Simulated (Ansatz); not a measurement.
**CH₄ClGeI: how energies converge with the basis set**

The task here is to estimate one member of a computed series from the others.

Program: Ansatz 0.2.0, Gaussian basis. Level of theory: one geometry, several basis sets. These are calculated values, not measurements.

Plan: PBE0-D4/def2-SVP; ωB97M-V/def2-SVP; PBE0-D4/def2-QZVPP; ωB97M-V/def2-QZVPP; the functionals' def2-TZVPP values are taken from earlier runs.

**The relaxed structure**

All runs share one geometry, relaxed beforehand with PBE0-D4 in a triple-zeta def2 set. I takes the def2 core potential; no spin-orbit term is included.

SMILES `[CH3][GeH]([Cl])[I]`, 8 atoms, charge 0, spin multiplicity 1.

Atoms are counted from 1 here; the program's logs count them from 0.

Bond lengths: C1–Ge2 1.935 Å, C1–H5 1.089 Å, C1–H6 1.091 Å, C1–H7 1.090 Å, Ge2–Cl3 2.154 Å, Ge2–I4 2.510 Å, Ge2–H8 1.534 Å. Angles: Ge2–C1–H5 109.3°, Ge2–C1–H6 109.2°, Ge2–C1–H7 109.6°, H5–C1–H6 109.5°, H5–C1–H7 109.5°, H6–C1–H7 109.8°, C1–Ge2–Cl3 108.2°, C1–Ge2–I4 109.8°, C1–Ge2–H8 115.8°, Cl3–Ge2–I4 108.3°, Cl3–Ge2–H8 106.6°, I4–Ge2–H8 107.8°.

Set-up of the first run:

Contents of in.yaml:

```yaml
crystal:
  periodic: [false, false, false]
  atoms:
    - {symbol: C, position_ang: [-0.263812, 1.061626, 0.130059]}
    - {symbol: Ge, position_ang: [0.286401, -0.745798, -0.288977]}
    - {symbol: Cl, position_ang: [2.046214, -1.199367, 0.866493]}
    - {symbol: I, position_ang: [-1.523700, -2.357687, 0.363599]}
    - {symbol: H, position_ang: [-0.480480, 1.133309, 1.195250]}
    - {symbol: H, position_ang: [0.542090, 1.751005, -0.125637]}
    - {symbol: H, position_ang: [-1.158656, 1.312390, -0.440437]}
    - {symbol: H, position_ang: [0.643942, -1.012480, -1.756249]}
basis:
  gaussian: {orbitals: def2-SVP}
hamiltonian: {xc: pbe0, dispersion: d4}
output: {orbitals: {seedname: orbitals}}
```

Started as:

```sh
> ansatz run in.yaml --threads 4 --pin off --events-out ev --progress --plain --max-ram 10444MiB
```

Steps of the session up to this table: PBE0-D4 in def2-SVP; ωB97M-V in def2-SVP; PBE0-D4 in def2-QZVPP; ωB97M-V in def2-QZVPP.

One table of the session follows, with a row left open; its other results are not shown here.

It belongs to the step «Density functionals: the series». 

| functional | basis | HOMO (eV) |
| --- | --- | --- |
| PBE0-D4 | def2-SVP | -7.64 |
| PBE0-D4 | def2-TZVPP | -7.73 |
| PBE0-D4 | def2-QZVPP | -7.74 |
| ωB97M-V | def2-SVP | -9.74 |
| ωB97M-V | def2-TZVPP | ? |
| ωB97M-V | def2-QZVPP | -9.87 |

**Question.** Estimate the row for ωB97M-V, def2-TZVPP.

The run gave: HOMO (eV): -9.86. In the column «HOMO (eV)» it lies between ωB97M-V, def2-QZVPP (-9.87) and ωB97M-V, def2-SVP (-9.74).
